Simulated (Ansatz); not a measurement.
# InH3O (SMILES [OH][InH2]): one structure at several levels

An exercise on one series of results from a longer session: the logs are not shown, and one member is left open.

The runs use Ansatz 0.2.0, Gaussian basis; single points in def2-TZVPP.

Correlated methods freeze the cores. Filled d shells of the heavier atoms are correlated. Core potentials replace the inner electrons past krypton, and spin-orbit coupling is left out. B3LYP uses VWN-RPA correlation.

### The system as given

SMILES `[OH][InH2]`, 5 atoms, charge 0, spin multiplicity 1.

Atoms are counted from 1 here; the program's logs count them from 0.

Bond lengths: O1–In2 1.918 Å, O1–H3 0.960 Å, In2–H4 1.698 Å, In2–H5 1.848 Å. Angles: In2–O1–H3 110.2°, O1–In2–H4 124.0°, O1–In2–H5 108.3°, H4–In2–H5 127.5°.

As a file:

```xyz
5
charge 0, multiplicity 1
O     0.8615   -0.7618    0.7830
In   -0.1832    0.4354   -0.2912
H     0.3988   -1.5959    0.8944
H    -1.6638    0.0182   -1.0099
H     0.6200    2.0994   -0.2552
```

Set-up of the first run:

File run/in.yaml:

```yaml
crystal:
  periodic: [false, false, false]
  atoms:
    - {symbol: O, position_ang: [0.861500, -0.761800, 0.783000]}
    - {symbol: In, position_ang: [-0.183200, 0.435400, -0.291200]}
    - {symbol: H, position_ang: [0.398800, -1.595900, 0.894400]}
    - {symbol: H, position_ang: [-1.663800, 0.018200, -1.009900]}
    - {symbol: H, position_ang: [0.620000, 2.099400, -0.255200]}
basis:
  gaussian: {orbitals: def2-TZVPP}
correlation: {method: ccsd_t}
output: {forces: true}
```

The command line of these runs was not kept.

Among the steps run: CCSD(T)/def2-TZVPP; PBE0-D4/def2-TZVPP; wB97M-V/def2-TZVPP; r2SCAN-D4/def2-TZVPP; PBE-D4/def2-TZVPP; r2SCANh-D4/def2-TZVPP; B3LYP-D4/def2-TZVPP.

One of the session's tables, all rows but one given; the rest of the session is left out.

| method | RMS force component (eV/Å) | angle to CCSD(T) forces (°) | dipole (D) |
| --- | --- | --- | --- |
| CCSD(T) | 0.886 | reference | 2.01 |
| PBE0-D4 | 0.860 | 3.5 | 2.02 |
| wB97M-V | 0.893 | 2.8 | 2.06 |
| r2SCAN-D4 | 0.879 | 1.9 | 1.96 |
| PBE-D4 | 0.928 | 13.4 | 1.87 |
| r2SCANh-D4 | 0.869 | 3.1 | 2.01 |
| B3LYP-D4 | ? | ? | ? |

Q: Estimate the row for B3LYP-D4 from the others.

**Answer.** RMS force component (eV/Å): 0.929; angle to CCSD(T) forces (°): 4.6; dipole (D): 2.01. In the column «RMS force component (eV/Å)» it is the highest.
